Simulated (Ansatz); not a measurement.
# Mo2Ru3: the cost of one run

Method: DFT PBE, scalar-relativistic, plane waves, PAW, in Ansatz 0.2.0.

2 further runs of the same task are left out: 1 that didn't finish, 1 set aside as unsound or not needed.

## (1) The starting structure

The structure is hexagonal, space group P-6m2 (No. 187). Conventional cell: a = 2.761 Å, b = 2.761 Å, c = 22.074 Å, α = 90.00°, β = 90.00°, γ = 120.00°. Mo (site symmetry 3m) is surrounded by 6 Ru at 2.73 to 2.75 Å and 6 Mo at 2.76 Å. Mo (site symmetry 3m) is surrounded by 6 Ru at 2.73 to 2.74 Å and 6 Mo at 2.76 Å. Ru (site symmetry -6m2) is surrounded by 12 Ru at 2.67 to 2.76 Å. Around Ru (site symmetry 3m) lie 9 Ru at 2.67 to 2.76 Å and 3 Mo at 2.73 Å. Around Ru (site symmetry 3m) lie 6 Mo at 2.73 to 2.75 Å and 6 Ru at 2.76 Å. Ru (site symmetry -6m2) is surrounded by 6 Mo at 2.74 Å and 6 Ru at 2.76 Å.

Structure file:

```
Mo Ru
1.0
     2.76056    0.00000    0.00000
    -1.38028    2.39071    0.00000
     0.00000    0.00000   22.07388
Mo Ru
4 6
Cartesian
  0.0000 1.5938 4.3515
  0.0000 1.5938 8.8090
  0.0000 1.5938 13.2649
  0.0000 1.5938 17.7223
  0.0000 1.5938 0.0000
  1.3803 0.7969 2.1391
  1.3803 0.7969 6.5873
  1.3803 0.7969 11.0369
  1.3803 0.7969 15.4866
  1.3803 0.7969 19.9348
```

The cell was relaxed beforehand at this level, from a generated guess; it needn't be the stable form of this composition. At a tolerance of 0.05 Å it has space group P-6m2 (No. 187); it has 14.57 Å³/atom, an uncorrected energy of +0.06 eV/atom over the elements.

## (2) Bands, states and charges

The input, input.yaml:

```yaml
crystal:
  lattice:
    - [2.7605593958, 0.0, 0.0]
    - [-1.3802796979, 2.3907145654, 0.0]
    - [0.0, 0.0, 22.0738844384]
  atoms:
    - { symbol: Mo, position: [0.3333333333, 0.6666666667, 0.197135356] }
    - { symbol: Mo, position: [0.3333333333, 0.6666666667, 0.3990676079] }
    - { symbol: Mo, position: [0.3333333333, 0.6666666667, 0.6009323921] }
    - { symbol: Mo, position: [0.3333333333, 0.6666666667, 0.802864644] }
    - { symbol: Ru, position: [0.3333333333, 0.6666666667, 0.0] }
    - { symbol: Ru, position: [0.6666666667, 0.3333333333, 0.096904495] }
    - { symbol: Ru, position: [0.6666666667, 0.3333333333, 0.2984187951] }
    - { symbol: Ru, position: [0.6666666667, 0.3333333333, 0.5] }
    - { symbol: Ru, position: [0.6666666667, 0.3333333333, 0.7015812049] }
    - { symbol: Ru, position: [0.6666666667, 0.3333333333, 0.903095505] }
basis:
  ecutwfc: 420
kpoints:
  mp_grid: { grid: [18, 18, 2] }
  band_path:
    path:
      - [[0.0, 0.0, 0.0], [0.5, 0.0, 0.0], [0.33333333, 0.33333333, 0.0], [0.0, 0.0, 0.0], [0.0, 0.0, 0.5], [0.5, 0.0, 0.5], [0.33333333, 0.33333333, 0.5], [0.0, 0.0, 0.5]]
      - [[0.5, 0.0, 0.5], [0.5, 0.0, 0.0]]
      - [[0.33333333, 0.33333333, 0.5], [0.33333333, 0.33333333, 0.0]]
    npoints: 14
hamiltonian:
  xc: pbe
scf:
  occupations: { method: gaussian, width: 0.1 }
  n_extra_bands: 25
output:
  forces: true
  stress: true
  eigenvalues: true
  populations: true
  dos: { projected: true, de: 0.02, nscf_kmesh: { grid: [22, 22, 3] } }
  bader: true
```

Launch:

```bash
> ansatz run input.yaml --threads 4 --pin off --max-ram 8192MiB --backend cpu --events-out ev --progress --plain --runs-dir out
```

**Question.** How long does this run take on 4 threads of Intel Xeon at 2.70GHz, shared host, and how much memory does it need?

About 1.8 min, with a peak of 1.6 GiB.
